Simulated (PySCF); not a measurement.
**[Pb(NH2)2]2+: other functionals and bases at one geometry**

Aim: see how levels, charges and forces of [Pb(NH2)2]2+ depend on the level of theory. It is a constructed species; whether it can be made isn't addressed.

Method: several levels, as the steps say, no spin–orbit coupling; program: PySCF 2.14.0.

1 further run of the same task is left out (for a known fault of the program).

## (1) The system as given

7 atoms, charge 2, spin multiplicity 1.

Bond lengths: Pb1–N2 2.086 Å, Pb1–N5 2.086 Å, N2–H3 1.038 Å, N2–H4 1.040 Å, N5–H6 1.038 Å, N5–H7 1.040 Å. Angles: N2–Pb1–N5 148.5°, Pb1–N2–H3 111.1°, Pb1–N2–H4 111.0°, H3–N2–H4 108.5°, Pb1–N5–H6 111.1°, Pb1–N5–H7 111.0°, H6–N5–H7 108.5°.

As a file:

```xyz
7
charge 2, multiplicity 1
Pb    0.00000    0.00000   -0.05275
N     2.00475   -0.11630    0.51300
H     2.57562   -0.57183   -0.22489
H     2.39533    0.83017    0.69589
N    -2.00475    0.11630    0.51300
H    -2.57562    0.57183   -0.22489
H    -2.39533   -0.83017    0.69589
```

Formal oxidation states: Pb +4. An earlier session relaxed this geometry at PBE0, Pb def2-SVP with ECP60, N def2-SVP, H def2-SVP (singlet, point group C2).

At PBE0 on the finer grid: E = -303.733013 Eh, HOMO -19.77 eV, LUMO -15.92 eV, Mulliken charge on Pb1 +1.37 e, largest force component 0.018 eV/Å. 

Levels to run: TPSS; BP86; PBE0, TZVP. Hardware: 2 threads of Intel Xeon Platinum 8259CL at 2.50GHz (Skylake/Cascade Lake), shared host.

## (2) TPSS

run.py (the lines that set the calculation)

```python
mol = gto.M(atom='''
Pb     0.00000     0.00000    -0.05275
N      2.00475    -0.11630     0.51300
H      2.57562    -0.57183    -0.22489
H      2.39533     0.83017     0.69589
N     -2.00475     0.11630     0.51300
H     -2.57562     0.57183    -0.22489
H     -2.39533    -0.83017     0.69589''',
    basis={'Pb': 'def2-SVP', 'N': 'def2-SVP', 'H': 'def2-SVP'},
    ecp={'Pb': 'def2-SVP'},
    charge=2, spin=0)
mf = dft.RKS(mol, xc='TPSS')
mf.grids.atom_grid = (75, 302)
mf = mf.density_fit()  # fitting sets: Pb def2-universal-JKFIT, N def2-universal-JKFIT, H def2-universal-JKFIT
mf.conv_tol = 1e-08; mf.max_cycle = 55
mf.kernel(dm0)  # dm0: the density of the relaxed state
```

On the command line:

```bash
OMP_NUM_THREADS=2 python run.py
```

## (3) BP86

run.py (the lines that set the calculation): that of step 2 with these lines changed.

```diff
@@ -11,3 +11,3 @@
     charge=2, spin=0)
-mf = dft.RKS(mol, xc='TPSS')
+mf = dft.RKS(mol, xc='B88,P86')
 mf.grids.atom_grid = (75, 302)
```

## (4) PBE0, TZVP

Basis: Pb def2-TZVP with ECP60, N def2-TZVP, H def2-TZVP. 

run.py (the lines that set the calculation): that of step 3 with these lines changed.

```diff
@@ -8,6 +8,6 @@
 H     -2.39533    -0.83017     0.69589''',
-    basis={'Pb': 'def2-SVP', 'N': 'def2-SVP', 'H': 'def2-SVP'},
-    ecp={'Pb': 'def2-SVP'},
+    basis={'Pb': 'def2-TZVP', 'N': 'def2-TZVP', 'H': 'def2-TZVP'},
+    ecp={'Pb': 'def2-TZVP'},
     charge=2, spin=0)
-mf = dft.RKS(mol, xc='B88,P86')
+mf = dft.RKS(mol, xc='PBE0')
 mf.grids.atom_grid = (75, 302)
@@ -15,2 +15,2 @@
 mf.conv_tol = 1e-08; mf.max_cycle = 55
-mf.kernel(dm0)  # dm0: the density of the relaxed state
+mf.kernel(dm0)  # dm0: free metal ions and neutral atoms
```

What does the calculation give? Wanted: for each run, HOMO; gap; charge on Pb1; dipole; largest force.

As calculated:

| level | state | HOMO (eV) | gap (eV) | charge on Pb1 (e) | dipole (D) | largest force (eV/Å) | basis functions | time |
| --- | --- | --- | --- | --- | --- | --- | --- | --- |
| PBE0 (relaxed here) | singlet | -19.77 | 3.85 | 1.37 | 0.83 | 0.02 | 74 | 12 s |
| TPSS | singlet | -18.65 | 2.03 | 1.32 | 0.58 | 0.47 | 74 | 7.4 s |
| BP86 | singlet | -18.76 | 1.86 | 1.29 | 0.53 | 0.48 | 74 | 5.3 s |
| PBE0, TZVP | singlet | -19.78 | 3.98 | 1.42 | 0.67 | 0.38 | 136 | 10 s |

Times are on 2 threads of Intel Xeon Platinum 8259CL at 2.50GHz (Skylake/Cascade Lake), shared host; the first row also made further properties. The dipole of a charged species depends on the origin, so these sizes hold for this origin alone.

In one basis the HOMO–LUMO gap runs from 1.86 eV (BP86) to 3.85 eV (PBE0). The largest leftover force, 0.48 eV/Å with BP86, stands at a geometry relaxed at another level. The Mulliken charge on Pb spans +1.29 to +1.42 e over the levels. Total energies of different levels can't be compared. Spin–orbit coupling is left out throughout.
